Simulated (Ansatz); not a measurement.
# BGeHO: the cost of one run

Computed with Ansatz 0.2.0, Gaussian basis. Level: cc-pVTZ, core rule «outside noble gas», up to 16 orbitals frozen.

Plan: UHF; CCSD(T) on ROHF; CCSD(T) on UHF; BCCD(T) on ROHF; CCSDT(Q) on ROHF; CCSDT(Q) on UHF.

4 further runs of the same task are left out: 4 set aside as unsound or not needed. Runs told in other sessions of the task aren't counted.

## (1) The system

The geometry is a PBE0/def2-TZVP stationary point (not a proven minimum) of the parent state, kept for this charge and spin. No spin-orbit coupling is included. The filled d shell of Ge may be among the frozen orbitals whatever the setting's name suggests.

4 atoms, charge 1, spin multiplicity 2.

Atoms are counted from 1 here; the program's logs count them from 0.

Bond lengths: B1–O2 1.254 Å, B1–H4 1.186 Å, O2–Ge3 1.869 Å. Angles: O2–B1–H4 141.7°, B1–O2–Ge3 179.4°.

## (2) UHF

Input file in.yaml:

```yaml
crystal:
  periodic: [false, false, false]
  atoms:
    - {symbol: B, position_ang: [0.000010, -0.216039, 0.852887]}
    - {symbol: O, position_ang: [-0.000011, -0.161947, -0.399996]}
    - {symbol: Ge, position_ang: [0.000001, -0.100065, -2.267738]}
    - {symbol: H, position_ang: [0.000001, 0.478051, 1.814846]}
basis:
  gaussian: {orbitals: cc-pVTZ}
total_charge: 1
magnetization: {spin_polarized: true, initial_magnetization: 1}
hamiltonian: {xc: hf}
output: {orbitals: {seedname: orbitals}}
```

Started as:

```
> ansatz run in.yaml --threads 1 --pin off --events-out ev --progress --plain --max-ram 3968MiB --backend cpu
```

What time and memory should one allow on 1 thread of AMD EPYC 7R13, shared host?

About 16 s, with a peak of 0.39 GiB.
